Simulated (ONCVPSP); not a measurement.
# An ONCV potential for rubidium, from input to tests

Aim: build the potential from the settings below, then test how well it stands in for the atom: other configurations, scattering, ghost states and the plane-wave cutoff that it needs.

Program: ONCVPSP 4.0.1. Reference atom: PBEsol, scalar-relativistic, spherical and spin-unpolarised. All values are calculated.

### 1 The design

The settings as typed:

- element: rubidium (Rb, Z = 37)
- type: optimised norm-conserving Vanderbilt (ONCV)
- frozen core: [Ar] 3d10 4s2
- valence charge: 7
- reference configuration: 4p6 5s1
- partial waves: 5s: rc 3.85 bohr, ncon 4, nbas 8, qcut 1.9 1/bohr, 1 projector; 4p: rc 1.38 bohr, ncon 4, nbas 7, qcut 4 1/bohr, 2 projectors, debl 4 Ha; d scattering state at 0.43 Ha: rc 3.00 bohr, ncon 3, nbas 8, qcut 2.7 1/bohr, 2 projectors, debl 3.5 Ha
- local potential: polynomial inside 1.35 bohr (lpopt 2, dvloc0 0 Ha)
- core correction: Teter function, fcfact 4, rcfact 1.55

An earlier all-electron run gives the scale for the radii.

All-electron outer shells of the reference configuration (PBEsol, scalar-relativistic, ld1.x):

| shell | level (eV) | outermost node (bohr) | outermost maximum (bohr) |
| --- | --- | --- | --- |
| 4s | -31.91 | 0.62 | 1.25 |
| 4p | -15.98 | 0.64 | 1.42 |
| 5s | -2.22 | 1.79 | 4.43 |
| 5p | -0.74 | 2.20 | 6.14 |

### 2 The generation run

File Rb.dat:

```
# ATOM AND REFERENCE CONFIGURATION
# atsym  z   nc   nv     iexc    psfile
  Rb 37.00    7    2  -116133      upf
#
#   n    l    f
    1    0    2.00
    2    0    2.00
    2    1    6.00
    3    0    2.00
    3    1    6.00
    3    2   10.00
    4    0    2.00
    4    1    6.00
    5    0    1.00
#
# PSEUDOPOTENTIAL AND OPTIMIZATION
# lmax
    2
#
#   l,   rc,      ep,       ncon, nbas, qcut
    0    3.85    0.00    4    8    1.90
    1    1.38    0.00    4    7    4.00
    2    3.00    0.43    3    8    2.70
#
# LOCAL POTENTIAL
# lloc, lpopt,  rc(5),   dvloc0
    4    2    1.35    0.00
#
# VANDERBILT-KLEINMAN-BYLANDER PROJECTORs
# l, nproj, debl
    0    1    1.60
    1    2    4.00
    2    2    3.50
#
# MODEL CORE CHARGE
# icmod, fcfact, rcfact
    3    4.00    1.55
#
# LOG DERIVATIVE ANALYSIS
# epsh1, epsh2, depsh
   -2.00    5.00    0.02
#
# OUTPUT GRID
# rlmax, drl
    6.00    0.01
#
# TEST CONFIGURATIONS
# ncnf
    4
# nvcnf
#   n    l    f
    2
    4    1    6.00
    5    0    0.00
#
    2
    4    1    6.00
    5    0    0.50
#
    3
    4    1    6.00
    5    0    0.00
    5    1    1.00
#
    2
    4    1    5.00
    5    0    1.00
#
```

Launch:

```console
$ oncvpsp.x < Rb.dat > Rb.out
```

Before running it: what results should come out? Wanted: cutoffs for 1 and 0.1 mHa per electron, occupied waves; bound ghosts; GHOST(+) flags; largest test error; largest phase difference near zero energy, channels read; rms error of d²Exc/dn², without and with the model core.

As calculated:

| quantity | value |
| --- | --- |
| cutoffs for 1 and 0.1 mHa per electron, occupied waves | 50 Ha and 70 Ha |
| bound ghosts | s at -54.31 eV, d at -61.36 eV |
| GHOST(+) flags | d at 10 eV |
| largest test error (AE − PS) | +7.9 meV, for 4p6 5s0 (1 test unsolved) |
| largest phase difference near zero energy, channels read | 2.746 rad |
| rms error of d²Exc/dn², without and with the model core | 4.23 and 0.32 mHa |

**Reading.** A bound ghost (s, d) makes it unfit for use: electrons can fall into a state that the atom doesn't have. The worst unpolarised test, 4p6 5s0, is off by 7.9 meV on 4.1 eV; by total energies transferability rates as good where solved. Atomic tests can pass in spite of a ghost, since they solve only for the levels asked. Of the tests 1 gave no usable energy difference, which is a warning in itself. By its cutoff, 50 Ha for the looser tolerance, it is hard. At the looser tolerance the 4p wave is the slowest; 5s needs 1 Ha. Of the channels read, d scatters worst near zero energy, by up to 2.75 rad. In the d channel the atom's pole at 0.50 Ha sits lower, at -0.32 Ha, in the pseudo curve. The pseudo curves have a pole with no partner nearby in the atom's: d at -0.32 Ha. The program also flags highly localised states, GHOST(+) (d). These are tests on the free atom; a crystal test is still owed.
